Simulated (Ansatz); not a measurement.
# BaB3: the cost of one run

Method: DFT PBE, scalar-relativistic, plane waves, PAW, in Ansatz 0.2.0.

## Step 1: The starting structure

It takes space group Pm-3m (No. 221, cubic). The conventional cell has a = 3.821 Å, b = 3.821 Å, c = 3.821 Å, α = 90.00°, β = 90.00°, γ = 90.00°. Around Ba (site symmetry m-3m) lie 12 B at 2.70 Å. B (site symmetry 4/mmm) is surrounded by 4 Ba at 2.70 Å and 8 B at 2.70 Å.

As a file:

```cif
data_structure
_symmetry_space_group_name_H-M 'Pm-3m'
_symmetry_Int_Tables_number 221
_cell_length_a 3.8211
_cell_length_b 3.8211
_cell_length_c 3.8211
_cell_angle_alpha 90.000
_cell_angle_beta 90.000
_cell_angle_gamma 90.000
_cell_volume 55.79
loop_
_atom_site_label
_atom_site_type_symbol
_atom_site_symmetry_multiplicity
_atom_site_Wyckoff_symbol
_atom_site_fract_x
_atom_site_fract_y
_atom_site_fract_z
_atom_site_occupancy
Ba1 Ba 1 a 0.00000 0.00000 0.00000 1
B1 B 3 c 0.00000 0.50000 0.50000 1
```

This is candidate A: Cu3Au (L1_2) type (Pm-3m, No. 221).

(A quick probe on a coarse mesh, which set the mesh and smearing, is not shown.)

## Step 3: Rough relaxation on the coarse mesh (candidate A)

Contents of input.yaml:

```yaml
crystal:
  lattice:
    - [3.8210881057, 0.0, 0.0]
    - [0.0, 3.8210881057, 0.0]
    - [0.0, 0.0, 3.8210881057]
  atoms:
    - { symbol: Ba, position: [0.0, 0.0, 0.0] }
    - { symbol: B, position: [0.0, 0.5, 0.5] }
    - { symbol: B, position: [0.5, 0.0, 0.5] }
    - { symbol: B, position: [0.5, 0.5, 0.0] }
basis:
  ecutwfc: 420
kpoints:
  mp_grid: { grid: [4, 4, 4] }
hamiltonian:
  xc: pbe
scf:
  occupations: { method: gaussian, width: 0.1 }
  lower_state_search: "off"
output:
  forces: true
  stress: true
  eigenvalues: true
relax:
  adjacent_minimum: "off"
  f_tol: 0.04
  max_steps: 70
  cell: { stress_tol: 0.4 }
```

The run is started by

```
$ ansatz run input.yaml --threads 1 --pin off --max-ram 2560MiB --backend cpu --events-out ev --progress --plain --runs-dir out
```

Q: Estimate wall time and peak memory on 1 thread of Intel Xeon Platinum 8488C (Sapphire Rapids), shared host.

About 3.8 s, with a peak of 0.35 GiB.
